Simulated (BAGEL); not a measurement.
# GeH2SO (SMILES [OH][Ge][SH]) at B3LYP/6-31G(d) (density fitting with qzvpp-jkfit, spherical functions)

What is the energy change on altering one bond length of GeH2SO at B3LYP/6-31G* (density fitting with qzvpp-jkfit, spherical functions)? 

The calculation is run with BAGEL 1.2.2.

2 further runs of the same task are left out: 2 set aside as unsound or not needed.

## Step 1: The structure to begin with

The species is GeH2SO (5 atoms), meant as a singlet with charge 0. As SMILES, `[OH][Ge][SH]`. The coordinates come from a PBE0-D4/def2-TZVP relaxation. This is one conformer, not always the lowest.

Bond lengths: O1–Ge2 1.782 Å, Ge2–S3 2.260 Å, O1–H4 0.961 Å, S3–H5 1.343 Å. Angles: O1–Ge2–S3 97.9°, Ge2–O1–H4 117.4°, Ge2–S3–H5 93.6°.

## Step 2: A single-point energy at B3LYP/6-31G(d) (density fitting with qzvpp-jkfit, spherical functions)

input.json

```json
{ "bagel": [

{
  "title": "molecule",
  "basis": "6-31gs.json",
  "df_basis": "qzvpp-jkfit",
  "angstrom": true,
  "geometry": [
    { "atom": "O", "xyz": [      -1.346000,      -1.001300,       0.399800 ] },
    { "atom": "Ge", "xyz": [      -0.897400,       0.628900,      -0.164200 ] },
    { "atom": "S", "xyz": [       1.343300,       0.336500,      -0.206300 ] },
    { "atom": "H", "xyz": [      -0.632500,      -1.625200,       0.561400 ] },
    { "atom": "H", "xyz": [       1.582700,       1.587400,      -0.632100 ] }
  ]
},

{ "title": "ks", "xc_func": "b3lyp" },

{ "title": "print", "file": "orbitals.molden", "orbitals": true }

]}
```

The basis set 6-31G* is read from a file made from the Basis Set Exchange's data (not shown).

Started as:

```sh
BAGEL_NUM_THREADS=1 BAGEL input.json > input.out
```

Output:

```text
* using 1 threads per process

  ===============================================================
  ===============================================================

  *** Geometry ***

  { "atom" : "O", "xyz" : [     -2.543571,     -1.892183,      0.755513 ] },
  { "atom" : "Ge", "xyz" : [     -1.695840,      1.188449,     -0.310293 ] },
  { "atom" : "S", "xyz" : [      2.538469,      0.635893,     -0.389850 ] },
  { "atom" : "H", "xyz" : [     -1.195252,     -3.071183,      1.060892 ] },
  { "atom" : "H", "xyz" : [      2.990870,      2.999751,     -1.194496 ] },

  Number of auxiliary basis functions:      507

  Since a DF basis is specified, we compute 2- and 3-index integrals:
    o Being stored without compression. Storage requirement is 0.019 GB

  Number of basis functions:       68
  Number of electrons      :       58

    * METHOD: MOLECULE                             1.66

  *** Kohn-Sham DFT ***

    * Removing 7789 points whose weight is below 1.00e-10
    * Grid points: 66741

  === Nuclear Repulsion ===
   246.1847235180

       - DIIS with orbital gradients will be used.

  === KS iteration (b3lyp / 6-31gs.json) ===
      0      -2469.78110264          0.14340376           1.15
      1      -2268.22076560          0.23745151           1.28
      2      -2353.41313402          0.14975741           1.09
      3      -2440.94554900          0.14544092           1.18
      4      -2541.18687048          0.15434629           1.31
      5      -2549.38381590          0.07655942           1.48
      6      -2546.37111969          0.08109388           1.02
      7      -2551.33225842          0.01186043           1.23
      8      -2551.32946842          0.01729400           1.39
      9      -2551.40765348          0.00453503           1.05
     10      -2551.41986638          0.00062175           1.17
     11      -2551.42017836          0.00024639           1.15
     12      -2551.42021175          0.00005119           1.19
     13      -2551.42021254          0.00002350           1.25
     14      -2551.42021268          0.00000418           1.32
     15      -2551.42021268          0.00000215           0.88
     16      -2551.42021269          0.00000025           1.10
     17      -2551.42021269          0.00000013           1.17
     18      -2551.42021269          0.00000001           1.41
     19      -2551.42021269          0.00000001           1.24
     20      -2551.42021269          0.00000000           1.26
    * SCF iteration converged.

    * Permanent dipole moment:
           (   -0.138179,    -0.273645,     0.098162) a.u.

    * METHOD: KS                                  26.71

    * METHOD: PRINT                                0.02

  ===============================================================
```

Run time: 29 s. Hardware: 1 thread of Intel Xeon at 2.50GHz (Skylake/Cascade Lake), shared host; peak memory 0.27 GiB.

## Step 3: The distorted shape at the same level

input.json

```json
{ "bagel" : [

{
  "title" : "molecule",
  "basis" : "6-31gs.json",
  "df_basis" : "qzvpp-jkfit",
  "angstrom" : true,
  "geometry" : [
    { "atom" : "O", "xyz" : [   -1.916824,   -0.502159,    0.270515 ] },
    { "atom" : "Ge", "xyz" : [   -1.468224,    1.128041,   -0.293485 ] },
    { "atom" : "S", "xyz" : [    0.772476,    0.835641,   -0.335585 ] },
    { "atom" : "H", "xyz" : [   -0.632500,   -1.625200,    0.561400 ] },
    { "atom" : "H", "xyz" : [    1.011876,    2.086541,   -0.761385 ] }
  ]
},
{
  "title" : "ks",
  "xc_func" : "b3lyp"
},
{
  "title" : "print",
  "file" : "orbitals.molden",
  "orbitals" : true
}

]}
```

The basis set 6-31G* is read from a file made from the Basis Set Exchange's data (not shown).

Started as:

```sh
BAGEL_NUM_THREADS=1 BAGEL input.json > input.out
```

Output:

```text
* using 1 threads per process

  ===============================================================
  ===============================================================

  *** Geometry ***

  { "atom" : "O", "xyz" : [     -3.622272,     -0.948943,      0.511199 ] },
  { "atom" : "Ge", "xyz" : [     -2.774541,      2.131689,     -0.554606 ] },
  { "atom" : "S", "xyz" : [      1.459768,      1.579133,     -0.634164 ] },
  { "atom" : "H", "xyz" : [     -1.195252,     -3.071183,      1.060892 ] },
  { "atom" : "H", "xyz" : [      1.912169,      3.942991,     -1.438809 ] },

  Number of auxiliary basis functions:      507

  Since a DF basis is specified, we compute 2- and 3-index integrals:
    o Being stored without compression. Storage requirement is 0.019 GB

  Number of basis functions:       68
  Number of electrons      :       58

    * METHOD: MOLECULE                             1.03

  *** Kohn-Sham DFT ***

    * Removing 7252 points whose weight is below 1.00e-10
    * Grid points: 67278

  === Nuclear Repulsion ===
   242.6739520425

       - DIIS with orbital gradients will be used.

  === KS iteration (b3lyp / 6-31gs.json) ===
      0      -2469.70398737          0.14976832           1.09
      1      -2269.45473399          0.23673271           1.09
      2      -2354.22064602          0.14952103           1.08
      3      -2440.98346805          0.14668221           1.36
      4      -2544.88124637          0.12999780           1.17
      5      -2549.90457799          0.05637268           1.10
      6      -2540.73923913          0.12047381           1.16
      7      -2546.98748014          0.06993349           1.20
      8      -2548.38895612          0.06377108           1.16
      9      -2550.99125461          0.02920385           1.56
     10      -2550.68926023          0.04277688           1.26
     11      -2551.17016277          0.01329742           1.51
     12      -2551.28789801          0.00324561           1.35
     13      -2551.29141788          0.00164637           1.72
     14      -2551.29289035          0.00032793           1.34
     15      -2551.29293947          0.00006562           2.02
     16      -2551.29294162          0.00002379           1.71
     17      -2551.29294193          0.00000719           2.13
     18      -2551.29294196          0.00000429           1.73
     19      -2551.29294195          0.00000489           1.16
     20      -2551.29294196          0.00000099           1.38
     21      -2551.29294196          0.00000046           1.62
     22      -2551.29294196          0.00000015           1.43
     23      -2551.29294196          0.00000010           1.22
     24      -2551.29294196          0.00000002           1.35
     25      -2551.29294196          0.00000001           1.56
    * SCF iteration converged.

    * Permanent dipole moment:
           (   -0.276655,    -0.478188,     0.173971) a.u.

    * METHOD: KS                                  37.70

    * METHOD: PRINT                                0.04

  ===============================================================
```

Wall time 40 s (1 thread of Intel Xeon at 2.50GHz (Skylake/Cascade Lake), shared host); peak memory 0.27 GiB.

## Step 4: Results

At B3LYP/6-31G* (density fitting with qzvpp-jkfit, spherical functions):

| quantity | value |
| --- | --- |
| first shape: total energy | -2551.42021 Eh |
| first shape: dipole moment | 0.82 D |
| first shape: HOMO energy | -7.13 eV |
| first shape: LUMO energy | -2.11 eV |
| first shape: HOMO–LUMO gap | 5.02 eV |
| distorted shape: total energy | -2551.29294 Eh |
| distorted shape: dipole moment | 1.47 D |
| distorted shape: HOMO energy | -7.23 eV |
| distorted shape: LUMO energy | -3.70 eV |
| distorted shape: HOMO–LUMO gap | 3.53 eV |
| energy change with the O1–H4 bond stretched from 0.961 to 1.731 Å | 3.463 eV |

In words: One bond (distorted shape) is far stretched, which a spin-restricted single reference describes badly; a broken-symmetry solution may lie lower. With the O1–H4 bond stretched from 0.961 to 1.731 Å the energy rises by 3.46 eV (334 kJ/mol). The first shape isn't relaxed at this level, so the change isn't measured from a minimum. A restricted reference can't describe the breaking bond well at this length.
